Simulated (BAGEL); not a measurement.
**BN2H3O (SMILES NBN=O) at HF/STO-3G (density fitting with qzvpp-jkfit)**

What is the vertical electron affinity of BN2H3O at HF/STO-3G (density fitting with qzvpp-jkfit)? 

The results are computed with BAGEL 1.2.2.

1 further run of the same task is left out (set aside as unsound or not needed).

## Step 1: The molecule

BN2H3O has 7 atoms, charge 0, and is taken as a singlet. As SMILES, `NBN=O`. Geometry: relaxed at GFN2-xTB. This is one conformer, not always the lowest.

Bond lengths: N1–B2 1.411 Å, B2–N3 1.326 Å, N3–O4 1.205 Å, N1–H5 1.001 Å, N1–H6 1.002 Å, B2–H7 1.177 Å. Angles: N1–B2–N3 128.4°, B2–N3–O4 167.1°, N1–B2–H7 122.7°, N3–B2–H7 108.9°, B2–N1–H5 122.7°, B2–N1–H6 123.0°, H5–N1–H6 114.0°.

## Step 2: A single-point energy at HF/STO-3G (density fitting with qzvpp-jkfit)

Input file input.json:

```json
{ "bagel" : [

{
  "title" : "molecule",
  "basis" : "sto-3g",
  "df_basis" : "qzvpp-jkfit",
  "angstrom" : true,
  "geometry" : [
    { "atom" : "N", "xyz" : [      -0.784880,       0.812420,      -0.165400 ] },
    { "atom" : "B", "xyz" : [       0.263760,      -0.125890,      -0.272270 ] },
    { "atom" : "N", "xyz" : [       0.680290,      -1.001610,       0.632390 ] },
    { "atom" : "O", "xyz" : [       1.269260,      -1.825240,       1.286200 ] },
    { "atom" : "H", "xyz" : [      -1.026970,       1.440160,      -0.906780 ] },
    { "atom" : "H", "xyz" : [      -1.286590,       0.975180,       0.686960 ] },
    { "atom" : "H", "xyz" : [       0.885130,      -0.275010,      -1.261110 ] }
  ]
},

{ "title" : "hf" },

{ "title" : "print", "file" : "orbitals.molden", "orbitals" : true }

]}
```

Launch:

```sh
$ BAGEL_NUM_THREADS=1 BAGEL input.json > input.out
```

Standard output:

```text
* using 1 threads per process

  ===============================================================
  ===============================================================

  *** Geometry ***

  { "atom" : "N", "xyz" : [     -1.483208,      1.535251,     -0.312561 ] },
  { "atom" : "B", "xyz" : [      0.498434,     -0.237898,     -0.514516 ] },
  { "atom" : "N", "xyz" : [      1.285562,     -1.892769,      1.195044 ] },
  { "atom" : "O", "xyz" : [      2.398554,     -3.449204,      2.430566 ] },
  { "atom" : "H", "xyz" : [     -1.940692,      2.721508,     -1.713566 ] },
  { "atom" : "H", "xyz" : [     -2.431303,      1.842823,      1.298166 ] },
  { "atom" : "H", "xyz" : [      1.672653,     -0.519694,     -2.383153 ] },

  Number of auxiliary basis functions:      360

  Since a DF basis is specified, we compute 2- and 3-index integrals:
    o Being stored without compression. Storage requirement is 0.002 GB

  Number of basis functions:       23
  Number of electrons      :       30

    * METHOD: MOLECULE                             0.07

  *** RHF ***

  === Nuclear Repulsion ===
   100.8775602462

      * DIIS with orbital gradients will be used.

  === RHF iteration (sto-3g) ===
      0       -207.31752953          0.01982021           0.01
      1       -207.36466996          0.01238324           0.01
      2       -207.38114625          0.00185334           0.01
      3       -207.38210950          0.00053885           0.01
      4       -207.38218882          0.00020441           0.00
      5       -207.38220486          0.00005819           0.00
      6       -207.38220602          0.00002136           0.01
      7       -207.38220618          0.00000544           0.00
      8       -207.38220619          0.00000263           0.00
      9       -207.38220619          0.00000161           0.01
     10       -207.38220620          0.00000131           0.00
     11       -207.38220620          0.00000111           0.01
     12       -207.38220620          0.00000075           0.01
     13       -207.38220620          0.00000041           0.01
     14       -207.38220620          0.00000016           0.01
     15       -207.38220620          0.00000007           0.01
     16       -207.38220620          0.00000003           0.01
     17       -207.38220620          0.00000001           0.01
     18       -207.38220620          0.00000001           0.01
    * SCF iteration converged.

    * Permanent dipole moment:
           (    0.407672,    -0.522247,     0.020640) a.u.

    * METHOD: HF                                   0.14

    * METHOD: PRINT                                0.00

  ===============================================================
```

Run time: 0.36 s. Hardware: 1 thread of Arm Neoverse V2, shared host.

## Step 3: The doublet anion, same level

Input file job.json:

```json
{ "bagel" : [

{
  "title" : "molecule",
  "basis" : "sto-3g",
  "df_basis" : "qzvpp-jkfit",
  "angstrom" : "true",
  "geometry" : [
    { "atom" : "N", "xyz" : [      -0.784880,       0.812420,      -0.165400 ] },
    { "atom" : "B", "xyz" : [       0.263760,      -0.125890,      -0.272270 ] },
    { "atom" : "N", "xyz" : [       0.680290,      -1.001610,       0.632390 ] },
    { "atom" : "O", "xyz" : [       1.269260,      -1.825240,       1.286200 ] },
    { "atom" : "H", "xyz" : [      -1.026970,       1.440160,      -0.906780 ] },
    { "atom" : "H", "xyz" : [      -1.286590,       0.975180,       0.686960 ] },
    { "atom" : "H", "xyz" : [       0.885130,      -0.275010,      -1.261110 ] }
  ]
},

{
  "title" : "uhf",
  "charge" : -1,
  "nopen" : 1
},

{
  "title" : "print",
  "file" : "orbitals.molden",
  "orbitals" : "true"
}

]}
```

Launch:

```sh
$ BAGEL_NUM_THREADS=1 BAGEL job.json > job.out
```

Standard output:

```text
* using 1 threads per process

  ===============================================================
  ===============================================================

  *** Geometry ***

  { "atom" : "N", "xyz" : [     -1.483208,      1.535251,     -0.312561 ] },
  { "atom" : "B", "xyz" : [      0.498434,     -0.237898,     -0.514516 ] },
  { "atom" : "N", "xyz" : [      1.285562,     -1.892769,      1.195044 ] },
  { "atom" : "O", "xyz" : [      2.398554,     -3.449204,      2.430566 ] },
  { "atom" : "H", "xyz" : [     -1.940692,      2.721508,     -1.713566 ] },
  { "atom" : "H", "xyz" : [     -2.431303,      1.842823,      1.298166 ] },
  { "atom" : "H", "xyz" : [      1.672653,     -0.519694,     -2.383153 ] },

  Number of auxiliary basis functions:      360

  Since a DF basis is specified, we compute 2- and 3-index integrals:
    o Being stored without compression. Storage requirement is 0.002 GB

  Number of basis functions:       23
  Number of electrons      :       30

    * METHOD: MOLECULE                             0.07

  *** Open-shell HF ***

  === Nuclear Repulsion ===
   100.8775602462

      * DIIS with orbital gradients will be used.

  === UHF iteration (sto-3g) ===
      0       -207.14609611          0.03562063           0.01
      1       -207.22135514          0.01162534           0.01
      2       -207.22908327          0.00388650           0.01
      3       -207.23067169          0.00218633           0.01
      4       -207.23170929          0.00123515           0.01
      5       -207.23257476          0.00047801           0.01
      6       -207.23288896          0.00014355           0.01
      7       -207.23302904          0.00007399           0.01
      8       -207.23310693          0.00005829           0.01
      9       -207.23319467          0.00005892           0.01
     10       -207.23330121          0.00005387           0.01
     11       -207.23345494          0.00004823           0.01
     12       -207.23354161          0.00001754           0.01
     13       -207.23354301          0.00000660           0.01
     14       -207.23354291          0.00000190           0.01
     15       -207.23354302          0.00000263           0.01
     16       -207.23354309          0.00000122           0.01
     17       -207.23354313          0.00000084           0.01
     18       -207.23354313          0.00000049           0.01
     19       -207.23354313          0.00000033           0.01
     20       -207.23354313          0.00000020           0.01
     21       -207.23354313          0.00000008           0.01
     22       -207.23354313          0.00000004           0.01
     23       -207.23354313          0.00000002           0.01
     24       -207.23354313          0.00000001           0.01
     25       -207.23354313          0.00000001           0.01
    * SCF iteration converged.

    * S^2 (UHF) is 0.8522

    * Permanent dipole moment:
           (    0.778743,    -0.801567,    -0.073265) a.u.

    * METHOD: UHF                                  0.32

    * METHOD: PRINT                                0.00

  ===============================================================
```

It took 0.54 s on 1 thread of Arm Neoverse V2, shared host.

## Step 4: What came out

Level: HF/STO-3G (density fitting with qzvpp-jkfit).

| quantity | value |
| --- | --- |
| singlet BN2H3O: total energy | -207.38221 Eh |
| singlet BN2H3O: dipole moment | 1.68 D |
| singlet BN2H3O: HOMO energy | -6.96 eV |
| singlet BN2H3O: LUMO energy | 5.77 eV |
| singlet BN2H3O: HOMO–LUMO gap | 12.73 eV |
| doublet anion: total energy | -207.23354 Eh |
| doublet anion: ⟨S²⟩ | 0.852 |
| vertical electron affinity (to the doublet anion) | -4.045 eV |

The anion lies 4.05 eV (390 kJ/mol) above the neutral: the electron isn't bound at this level, and such a value depends on the basis. Without diffuse functions anions come out too high. Hartree–Fock misses the correlation that binds many anions. In a minimal basis such a difference can be off by several eV, whatever the method. ⟨S²⟩ (doublet anion) is 0.85 where a pure doublet has 0.75: the reference is spin-contaminated.
